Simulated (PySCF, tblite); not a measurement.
**C4H12ClFSi2: geometry, infrared bands and NMR shifts**

Wanted: the infrared bands and NMR shifts of C4H12ClFSi2 (`C[SiH2]C[C@H](CF)[SiH2]Cl`), by calculation.

Computed with tblite 0.8.0 and PySCF 2.14.0, with density-fitted response routines of our own, on a single molecule in the gas phase. Atoms are numbered from 0 throughout.

### 1 Starting geometry

20 atoms, charge 0, multiplicity 1; geometry from: force field or distance geometry start.

Bonds of the start (Å): C0–Si1 1.87, Si1–C2 1.88, C2–C3 1.57, C3–C4 1.54, C4–F5 1.35, C3–Si6 1.91, Si6–Cl7 2.04, C0–H8 1.09, C0–H9 1.08, C0–H10 1.09, Si1–H11 1.48, Si1–H12 1.46, C2–H13 1.09, C2–H14 1.09, C3–H15 1.08, C4–H16 1.10, C4–H17 1.09, Si6–H18 1.49, Si6–H19 1.49.

### 2 Geometry optimisation with GFN2-xTB

The job: settings as JSON, then the geometry in Å.

```
{"job": {"kind": "relax", "xc": "GFN2-xTB", "basis": "xTB"}, "charge": 0, "multiplicity": 1}
C      3.250900    -0.618900    -0.213800
Si     1.713100     0.351200    -0.630000
C      0.187800    -0.453200     0.123000
C     -1.181500     0.248500    -0.185700
C     -1.330200     1.569400     0.582900
F     -1.186400     1.353200     1.907000
Si    -2.675700    -0.886600     0.188100
Cl    -2.684800    -2.415000    -1.170200
H      3.183800    -1.641300    -0.597600
H      4.126700    -0.150600    -0.644500
H      3.391000    -0.678100     0.867400
H      1.831400     1.731300    -0.106500
H      1.535300     0.432800    -2.081000
H      0.326700    -0.539800     1.201300
H      0.160700    -1.467000    -0.267100
H     -1.246600     0.463500    -1.238600
H     -2.308300     2.036800     0.420100
H     -0.572300     2.293100     0.272400
H     -3.941800    -0.129500     0.017400
H     -2.584900    -1.489000     1.552300
```

Started as:

```console
$ OMP_NUM_THREADS=1 python probes_run.py task.json out
```

This one command runs all jobs of the session in turn.

**Question.** This job is followed by: GFN2-xTB harmonic vibrations, gas phase; GIAO PBE0/pcSseg-1 NMR shielding, non-relativistic, gas phase. Predict these results of the whole session: strongest single infrared mode (GFN2-xTB); zero-point energy (GFN2-xTB); 13C shifts against TMS (PBE0/pcSseg-1); 1H shifts against TMS (PBE0/pcSseg-1, means over atoms taken as alike); 29Si shifts against TMS (PBE0/pcSseg-1); 19F shifts against CFCl3 (PBE0/pcSseg-1); 35Cl shifts against HCl (PBE0/pcSseg-1).

The runs gave:

| quantity | value |
| --- | --- |
| strongest single infrared mode (GFN2-xTB) | 2198 cm⁻¹, 435 km/mol |
| zero-point energy (GFN2-xTB) | 91.5 kcal/mol |
| 13C shifts against TMS (PBE0/pcSseg-1) | 86.9, 33.4, 10.6, -7.2 ppm |
| 1H shifts against TMS (PBE0/pcSseg-1, means over atoms taken as alike) | 5.26, 5.08, 5.01, 4.81, 4.46, 4.00, 1.22, 1.17, 0.94, 0.21 ppm |
| 29Si shifts against TMS (PBE0/pcSseg-1) | -8.5, -45.0 ppm |
| 19F shifts against CFCl3 (PBE0/pcSseg-1) | -251.8 ppm |
| 35Cl shifts against HCl (PBE0/pcSseg-1) | -75 ppm |

**Reading.** Over 55 steps the energy fell by 0.132 eV; of the close pairs, Si6–H19 changed most, 1.494 to 1.457 Å. No mode is imaginary among the 54: a minimum at this level. The strongest single mode, at 2198 cm⁻¹, moves mainly H11. Unscaled tight-binding wavenumbers are off by several per cent, some by more. Its intensities can rank the bands wrongly. The most deshielded carbon is C4 (sp3 CH2 bonded to F), at 86.9 ppm: deshielded by the electronegative neighbour. At PBE0/pcSseg-1: Shielding is most anisotropic at F5 (span 95 ppm, paramagnetic term -53 ppm).
